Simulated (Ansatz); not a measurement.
# ZrB+ (quintet): wave-function methods side by side, def2-SVP

One table from this session's results is given with a row withheld; the runs are named, their logs left out.

Computed with Ansatz 0.2.0, Gaussian basis. Level: def2-SVP, core rule «outside noble gas», up to 5 orbitals frozen.

Plan: UHF; CCSD(T) on ROHF; CCSD(T) on UHF; CISD as a restricted active space (open shells left free, so some higher excitations enter); CCSDT(Q) on ROHF; CCSDT(Q) on UHF; CISDTQ; CCSDTQ on ROHF; CCSDTQ on UHF; Full CI.

15 further runs of the same task are left out: 8 for a known fault of the program, 2 that didn't finish, 5 set aside as unsound or not needed. Runs told in other sessions of the task aren't counted.

### The system

The geometry is a PBE0/def2-TZVP stationary point (not a proven minimum) of the parent state, kept for this charge and spin. No spin-orbit coupling is included. Elements past krypton take def2 core potentials.

2 atoms, charge 1, spin multiplicity 5.

Atoms are counted from 1 here; the program's logs count them from 0.

Bond lengths: Zr1–B2 2.147 Å.

Geometry (Å):

```xyz
2

Zr    0.0000    0.0000    0.0000
B     0.0000    0.0000    2.1472
```

Set-up of the first run:

in.yaml

```yaml
crystal:
  periodic: [false, false, false]
  atoms:
    - {symbol: Zr, position_ang: [0.000000, 0.000000, 0.000000]}
    - {symbol: B, position_ang: [0.000000, 0.000000, 2.147200]}
basis:
  gaussian: {orbitals: def2-SVP}
total_charge: 1
magnetization: {spin_polarized: true, initial_magnetization: 4}
hamiltonian: {xc: hf}
output: {orbitals: {seedname: orbitals}}
```

Launch:

```sh
> ansatz run in.yaml --threads 1 --pin off --events-out ev --progress --plain --max-ram 4096MiB --backend cpu
```

Steps of the session up to this table: UHF; CCSD(T) on ROHF; CCSD(T) on UHF; CISD as a restricted active space (open shells left free, so some higher excitations enter); CCSDT(Q) on ROHF; CCSDT(Q) on UHF; CISDTQ; CCSDTQ on ROHF; CCSDTQ on UHF; Full CI.

One table of the session follows, with a row left open; its other results are not shown here.

```
   method  from FCI (meV)
     ROHF         +3250.9
      UHF         +3131.9
     RMP2          +916.6
     UMP2               ?
    RCCSD          +222.9
    UCCSD          +164.1
 RCCSD(T)           +61.0
 UCCSD(T)            +7.5
   RCCSDT           +13.7
   UCCSDT           -38.3
RCCSDT(Q)            -0.2
UCCSDT(Q)           -52.9
  RCCSDTQ            -2.3
  UCCSDTQ           -53.6
      FCI               0
```

Q: Estimate the row for UMP2 from the others.

As computed: from FCI (meV): +888.8. In the column «from FCI (meV)» it lies between RCCSD (+222.9) and RMP2 (+916.6).

Caveats from the session: UCCSDT, UCCSDT(Q), RCCSDTQ, UCCSDTQ fall below full CI: unrestricted runs freeze a spin-polarised core, another one than full CI's, and coupled cluster isn't variational. Levels on UHF freeze UHF's core orbitals, full CI those of ROHF, so the U rows can settle a little off it for that reason alone. Restricted and unrestricted rows rest on different reference determinants; a gap between their highest levels can come from leftover correlation error, from unlike frozen cores or from another state.
